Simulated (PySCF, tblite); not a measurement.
# Sn8S8: electronic excitations

Wanted: electronic excitations for Sn8S8.

Programs: tblite 0.8.0 and PySCF 2.14.0, with routines of our own; each step states its level. All values are computed. Atoms count from 0.

## (1) The starting structure

16 atoms, charge 0, multiplicity 1; geometry from: force field, distance geometry or constructed start.

## (2) Geometry optimisation with GFN2-xTB

Job settings and geometry (Å):

```
{"job": {"kind": "relax", "xc": "GFN2-xTB", "basis": "xTB"}, "charge": 0, "multiplicity": 1}
Sn    -1.401600    -1.408300    -4.221100
S     -1.409700    -1.403900    -1.413400
Sn    -1.401300    -1.408800     1.407500
S     -1.407200    -1.402100     4.213300
S     -1.407500     1.405300    -4.216100
Sn    -1.409800     1.406000    -1.409100
S     -1.406400     1.408200     1.403200
Sn    -1.403100     1.409200     4.221000
S      1.409200    -1.408600    -4.219900
Sn     1.403700    -1.407300    -1.404900
S      1.404400    -1.407700     1.404400
Sn     1.404000    -1.408500     4.219500
Sn     1.403100     1.407200    -4.214500
S      1.408700     1.405900    -1.409200
Sn     1.404300     1.411600     1.406700
S      1.404600     1.407100     4.225800
```

Run with:

```
> OMP_NUM_THREADS=2 python large_run.py task.json out
```

One launch serves the whole session: the jobs run in the order shown.

The program printed:

```text
step      E/eV     max force
  0   -1188.46308    1.664
  1   -1188.90185    1.542
  2   -1190.99773    0.579
  3   -1191.03142    0.557
  4   -1191.11292    0.321
  5   -1191.14265    0.154
  6   -1191.14554    0.132
  7   -1191.15512    0.121
  8   -1191.16184    0.123
  9   -1191.16827    0.112
 10   -1191.17003    0.077
 11   -1191.17118    0.065
 12   -1191.17270    0.066
 13   -1191.17556    0.090
 14   -1191.17816    0.076
 15   -1191.17958    0.053
 16   -1191.18006    0.040
 17   -1191.18041    0.044
 18   -1191.18090    0.050
 19   -1191.18133    0.047
 20   -1191.18155    0.031
 21   -1191.18166    0.020
 22   -1191.18176    0.019
```

Run time: 2 s. Hardware: 2 threads of AMD EPYC 9R45, shared host; peak memory 0.16 GiB.

Step by step:

```
step  energy from step 0 (eV)  largest force (eV/Å)
   0                   0.0000                1.6632
   1                  -0.4388                1.5414
   2                  -2.5347                0.5787
   3                  -2.5683                0.5572
   4                  -2.6498                0.3208
   5                  -2.6796                0.1545
   6                  -2.6825                0.1318
   7                  -2.6920                0.1213
   8                  -2.6988                0.1230
   9                  -2.7052                0.1120
  10                  -2.7070                0.0771
  11                  -2.7081                0.0648
  12                  -2.7096                0.0668
  13                  -2.7125                0.0905
  14                  -2.7151                0.0756
  15                  -2.7165                0.0528
  16                  -2.7170                0.0402
  17                  -2.7173                0.0443
  18                  -2.7178                0.0502
  19                  -2.7182                0.0464
  20                  -2.7185                0.0304
  21                  -2.7186                0.0199
  22                  -2.7187                0.0187
```

Close pairs (by a distance rule), those that changed most:

```
    bond  before (Å)  after (Å)  change (Å)
Sn11–S15       2.816      2.531      -0.284
 S8–Sn12       2.816      2.532      -0.284
  Sn0–S4       2.814      2.532      -0.281
  S3–Sn7       2.811      2.532      -0.279
  Sn0–S8       2.811      2.532      -0.279
 S3–Sn11       2.811      2.533      -0.278
 S4–Sn12       2.811      2.533      -0.278
 Sn7–S15       2.808      2.532      -0.276
```

The end geometry stands in the next job.

## (3) Electronic excitations: TDA PBE0/def2-SVP

Job settings and geometry (Å):

```
{"job": {"kind": "uv", "basis": "def2-SVP", "grid": 1, "kgrid": 0, "vcut": 1.5, "nstates": 6, "ntriplets": 2, "tda": true, "delta": [], "pop": true, "xc": "PBE0"}, "charge": 0, "multiplicity": 1}
Sn    -1.272545    -1.275377    -4.263711
S     -1.232523    -1.232023    -1.527767
Sn    -1.338700    -1.337011     1.522260
S     -1.258159    -1.256220     4.242951
S     -1.256428     1.256989    -4.244422
Sn    -1.340099     1.337014    -1.524106
S     -1.231057     1.232651     1.525466
Sn    -1.274608     1.275631     4.261435
S      1.259005    -1.256600    -4.243880
Sn     1.336374    -1.337377    -1.520303
S      1.230299    -1.229965     1.525579
Sn     1.274615    -1.273812     4.261726
Sn     1.276208     1.275098    -4.260915
S      1.228653     1.230537    -1.525529
Sn     1.337374     1.338415     1.520570
S      1.257032     1.257416     4.243800
```

Level: TDA PBE0/def2-SVP, vertical, gas phase, core orbitals frozen in the response, virtual orbitals cut by energy.

The program printed:

```text
start: PBE on a coarse grid of 109364 points
cycle   1  E = -4869.5205192926  dE = -1.565e+02  |g| = 9.313e+00  |ddm| = 2.700e+01
cycle   2  E = -4329.9443096053  dE =  5.396e+02  |g| = 2.417e+01  |ddm| = 5.879e+01
cycle   3  E = -4873.4153370451  dE = -5.435e+02  |g| = 7.871e+00  |ddm| = 5.795e+01
cycle   4  E = -4849.7315440594  dE =  2.368e+01  |g| = 8.992e+00  |ddm| = 1.914e+01
cycle   5  E = -4895.2441772238  dE = -4.551e+01  |g| = 2.911e+00  |ddm| = 1.492e+01
cycle   6  E = -4893.7438296301  dE =  1.500e+00  |g| = 3.468e+00  |ddm| = 8.854e+00
cycle   7  E = -4898.2265009193  dE = -4.483e+00  |g| = 6.282e-01  |ddm| = 5.782e+00
cycle   8  E = -4898.2728848667  dE = -4.638e-02  |g| = 5.331e-01  |ddm| = 1.838e+00
cycle   9  E = -4898.3573343079  dE = -8.445e-02  |g| = 2.256e-01  |ddm| = 1.046e+00
cycle  10  E = -4898.3736611393  dE = -1.633e-02  |g| = 9.392e-02  |ddm| = 4.453e-01
cycle  11  E = -4898.3751855187  dE = -1.524e-03  |g| = 6.809e-02  |ddm| = 1.966e-01
cycle  12  E = -4898.3767943540  dE = -1.609e-03  |g| = 2.107e-02  |ddm| = 1.279e-01
cycle  13  E = -4898.3769480573  dE = -1.537e-04  |g| = 8.022e-03  |ddm| = 4.026e-02
final grid: 109364 points
cycle  14  E = -4898.6778530342  dE = -1.503e-02  |g| = 5.205e-02  |ddm| = 5.448e-01
cycle  15  E = -4898.6779692862  dE = -1.163e-04  |g| = 3.672e-02  |ddm| = 1.295e-01
cycle  16  E = -4898.6783360880  dE = -3.668e-04  |g| = 1.581e-02  |ddm| = 8.172e-02
cycle  17  E = -4898.6784125376  dE = -7.645e-05  |g| = 5.485e-03  |ddm| = 3.055e-02
cycle  18  E = -4898.6784194165  dE = -6.879e-06  |g| = 1.359e-03  |ddm| = 1.023e-02
cycle  19  E = -4898.6784252747  dE = -5.858e-06  |g| = 4.840e-04  |ddm| = 2.955e-03
cycle  20  E = -4898.6784219767  dE =  3.298e-06  |g| = 1.226e-04  |ddm| = 9.838e-04
cycle  21  E = -4898.6784226677  dE = -6.909e-07  |g| = 6.075e-05  |ddm| = 3.101e-04
converged SCF energy = -4898.6784226677

Static polarisability (au): isotropic 470.689, principal 366.753 366.780 678.536

Singlet excitations
state   eV       nm        f      main configurations
  1   2.8534    434.5   0.00100   H->L 0.96
  2   2.8545    434.3   0.00099   H-1->L 0.96
  3   2.8857    429.7   0.00000   H->L+2 0.27, H-1->L+1 0.25, H->L+1 0.23
  4   2.9015    427.3   0.00000   H-1->L+1 0.48, H->L+2 0.47
  5   2.9280    423.4   0.00000   H-2->L 0.84
  6   3.0604    405.1   0.00001   H->L+1 0.44, H-1->L+2 0.41

Triplet excitations (Tamm-Dancoff, eV): 2.5326 2.5329
```

Run time: 43 s. Hardware: 2 threads of AMD EPYC 9R45, shared host; peak memory 1.6 GiB.

The orbitals next to the gap, with their largest atomic shares:

```
orbital     eV                           atoms
 HOMO−4  -6.29    Sn11 23 %, Sn7 23 %, S3 18 %
 HOMO−3  -6.29    Sn12 23 %, Sn0 23 %, S4 18 %
 HOMO−2  -6.22      S4 10 %, S15 10 %, S3 10 %
 HOMO−1  -6.08   Sn2 19 %, Sn14 19 %, S10 11 %
   HOMO  -6.08     Sn9 19 %, Sn5 19 %, S1 11 %
   LUMO  -2.41  Sn11 15 %, Sn12 15 %, Sn0 15 %
 LUMO+1  -2.21    Sn2 25 %, Sn14 24 %, Sn7 9 %
 LUMO+2  -2.21    Sn5 25 %, Sn9 24 %, Sn12 9 %
 LUMO+3  -1.99  Sn12 15 %, Sn0 15 %, Sn11 12 %
```

Leading natural transition orbitals of singlet state 1: the hole lies on Sn5, Sn9 about 17 % each; S1, S13 about 12 % each; 4 S atoms about 7 % each; the particle on Sn0, Sn12 about 15 % each; Sn7, Sn11 about 11 % each; 4 Sn atoms about 6 % each.

Ground-state properties from the same run:

```
           property  computed
  dipole moment (D)      0.01
polarisability (Å³)     69.75
 HOMO–LUMO gap (eV)      3.67
      −ε(HOMO) (eV)      6.08
```

Orbitals, density, ELF and potential are computed afterwards from the orbital file.

Frontier orbitals at PBE0/def2-SVP, with the share of their density that lies nearest to each atom:

```
orbital  energy (eV)                                                                   lies on
   HOMO        -6.08  Sn5, Sn9 about 18 % each; S1, S13 about 12 % each; S4, S8 about 8 % each
   LUMO        -2.41                                                4 Sn atoms about 13 % each
```

ELF in a plane through or near 4 of the atoms.

Ten even steps from ' ' (0.00) to '@' (0.91):
```
                                                        
                                                        
                                                        
          ..          ..                                
      ::--==--..  ..::::::    ::----::    ::::::::      
    ..++######--..::::----  ..**####++....::::----::    
  ..--##@@%%%%**::::::::::..--%%%%%%%%--::::--::----..  
  ..++%%%%::++##--::++++::..==%%----%%==..==##------..  
  ..==%%%%==**##--::----::..==%%++==%%==..==++--::::    
    ::**%%%%%%++....::::::  ::##%%%%##::..::::::::..    
      --======::..==++++==  ..==++++==..::==++==--      
    ..::::::::..--%%%%@@%%::..::::::..::++%%%%%%**--    
  ::==--==##**..++##--::%%==..--****::--%%--==##%%++::  
..++**--**..##::++**==--**++::==++##==--%%..**--@@**::  
..**%%====%%**::==@@====@@==::--##%%----%%++..@@@@**::  
..**@@##==--------%%@@@@%%::--==------::**@@@@@@%%++..  
  ==%%@@%%##**::..++####++  ::%%##**++..::##%%##**::    
  ..++@@@@@@##..  ::--==..  ..%%@@@@++    --====::      
      ==****--                ++##**::                  
        ......                ..::::                    
```
The map spans 13.7 Å across and 8.4 Å up, centred on the molecule. Atoms in the plane (x, y in Å): Sn0 (-4.3, -1.5), S1 (-1.5, -1.5), Sn2 (1.5, -1.6), S3 (4.2, -1.5).

log10 of the density (e/Å³) in the same plane.

Ten even steps from '0' (-4.0) to '9' (2.1):
```
0011111111111111111111111100
0001111111111111111111111100
0012222222222222222222222110
0123333333333323333333333211
1234444444444334444344444321
1234555545555445555445554321
2345666555665455666556765432
2345666556776556666557865432
2345666556776556666557765432
2345666555665445665556655431
2345555555555445555455555331
2345666556665545665556665431
2345788556776556886566865431
2346888656996557887567966431
2345787556666556886556765431
2345666555665455665556655421
2334555444554445555445544320
1233444333333334444333433210
1123333222222223333222222000
0112222211111122222211110000
```
The map spans 13.7 Å across and 8.4 Å up, centred on the molecule. Atoms in the plane (x, y in Å): Sn0 (-4.3, -1.5), S1 (-1.5, -1.5), Sn2 (1.5, -1.6), S3 (4.2, -1.5).

On the surface of density 0.002 e/bohr³ the electrostatic potential runs, from the 1st to the 99th percentile, from -0.83 V near S15 to 1.40 V near Sn12.

## (4) Summary of results

| quantity | value |
| --- | --- |
| lowest singlet (PBE0/def2-SVP) | 2.85 eV (435 nm), f = 0.001 |
| lowest triplet | 2.53 eV |
| surface potential, 1st and 99th percentile | -0.83 V and 1.40 V |

The first singlet state (HOMO→LUMO 0.96) lies at 2.85 eV and is weak. The lowest triplet lies 0.32 eV below the lowest singlet. Spin-orbit coupling, left out, mixes singlets and triplets in elements this heavy.
